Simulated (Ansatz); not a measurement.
**AsH₃OSi: vertical ionisation energy**

The task here is to estimate one member of a computed series from the others.

Program: Ansatz 0.2.0, Gaussian basis. Level of theory: unrestricted cation, the program's frozen cores in correlated methods. These are calculated values, not measurements.

Levels to be run: UKS PBE-D4/def2-TZVPP; UKS r2SCAN-D4/def2-TZVPP; UKS PBE0-D4/def2-TZVPP; UKS B3LYP-D4/def2-TZVPP; UKS wB97X-V/def2-TZVPP; UKS wB97M-V/def2-TZVPP; UKS B2PLYP/def2-TZVPP; UHF-CCSD(T)/def2-TZVPP; UHF-MP2/def2-QZVPP; extrapolation to the limit; then −ε(HOMO) from the neutral's earlier runs with LDA (SPW92), PBE-D4, revPBE-D4, BLYP-D4, r2SCAN-D4, B97M-V, PBE0-D4, B3LYP-D4, r2SCANh-D4, r2SCAN0-D4, HSE06-D4, BHLYP-D4, CAM-B3LYP-D4, LC-ωPBE, ωB97X-V, ωB97M-V.

## The geometry

All runs share one geometry, relaxed beforehand with PBE0-D4 in a triple-zeta def2 set.

SMILES `O1[SiH2][AsH]1`, 6 atoms, charge 0, spin multiplicity 1.

Atoms are counted from 1 here; the program's logs count them from 0.

Bond lengths: O1–Si2 1.651 Å, O1–As3 1.902 Å, Si2–As3 2.269 Å, Si2–H4 1.481 Å, Si2–H5 1.481 Å, As3–H6 1.536 Å. Angles: Si2–O1–As3 79.0°, O1–Si2–As3 55.4°, O1–Si2–H4 116.3°, O1–Si2–H5 116.2°, As3–Si2–H4 121.2°, As3–Si2–H5 122.5°, H4–Si2–H5 112.5°, O1–As3–Si2 45.6°, O1–As3–H6 95.3°, Si2–As3–H6 92.7°.

The first run:

The input, in.yaml:

```yaml
crystal:
  periodic: [false, false, false]
  atoms:
    - {symbol: O, position_ang: [0.740052, -1.069589, 0.115594]}
    - {symbol: Si, position_ang: [-0.262924, -0.023261, -0.675519]}
    - {symbol: As, position_ang: [-0.230427, -0.326423, 1.572703]}
    - {symbol: H, position_ang: [-1.315636, -0.635366, -1.517811]}
    - {symbol: H, position_ang: [0.387428, 1.133595, -1.332506]}
    - {symbol: H, position_ang: [0.723607, 0.856943, 1.791239]}
basis:
  gaussian: {orbitals: def2-TZVPP}
total_charge: 1
magnetization: {spin_polarized: true, initial_magnetization: 1}
hamiltonian: {xc: pbe, dispersion: d4}
```

Run with:

```
$ ansatz run in.yaml --threads 2 --pin off --events-out ev --progress --plain --max-ram 4352MiB
```

Among the steps run: Cation, UKS PBE-D4/def2-TZVPP; Cation, UKS r2SCAN-D4/def2-TZVPP; Cation, UKS PBE0-D4/def2-TZVPP; Cation, UKS B3LYP-D4/def2-TZVPP; Cation, UKS wB97X-V/def2-TZVPP; Cation, UKS wB97M-V/def2-TZVPP; Cation, UKS B2PLYP (frozen core)/def2-TZVPP; Cation, UHF-CCSD(T)/def2-TZVPP; Cation, UHF-MP2/def2-QZVPP.

One table of the session follows, with a row left open; its other results are not shown here.

For comparison, −ε(HOMO) of the neutral from earlier runs:

| functional | −ε(HOMO) (eV) |
| --- | --- |
| LDA (SPW92) | 6.27 |
| PBE-D4 | 6.11 |
| revPBE-D4 | 6.05 |
| BLYP-D4 | 5.94 |
| r2SCAN-D4 | 6.35 |
| B97M-V | 6.38 |
| PBE0-D4 | 7.16 |
| B3LYP-D4 | 6.94 |
| r2SCANh-D4 | 6.74 |
| r2SCAN0-D4 | ? |
| HSE06-D4 | 6.77 |
| BHLYP-D4 | 8.06 |
| CAM-B3LYP-D4 | 8.37 |
| LC-ωPBE | 9.65 |
| ωB97X-V | 9.32 |
| ωB97M-V | 9.17 |

Q: Estimate the row for r2SCAN0-D4 from the others.

Worked estimate for «−ε(HOMO) (eV)». Against the share of exact exchange, r2SCAN-D4 (0, 6.35), r2SCANh-D4 (0.1, 6.74) give a slope of 3.90 per unit share; at 0.25 the line stands at 7.32.

As computed: −ε(HOMO) (eV): 7.32. In «−ε(HOMO) (eV)» the line misses by 0.00.
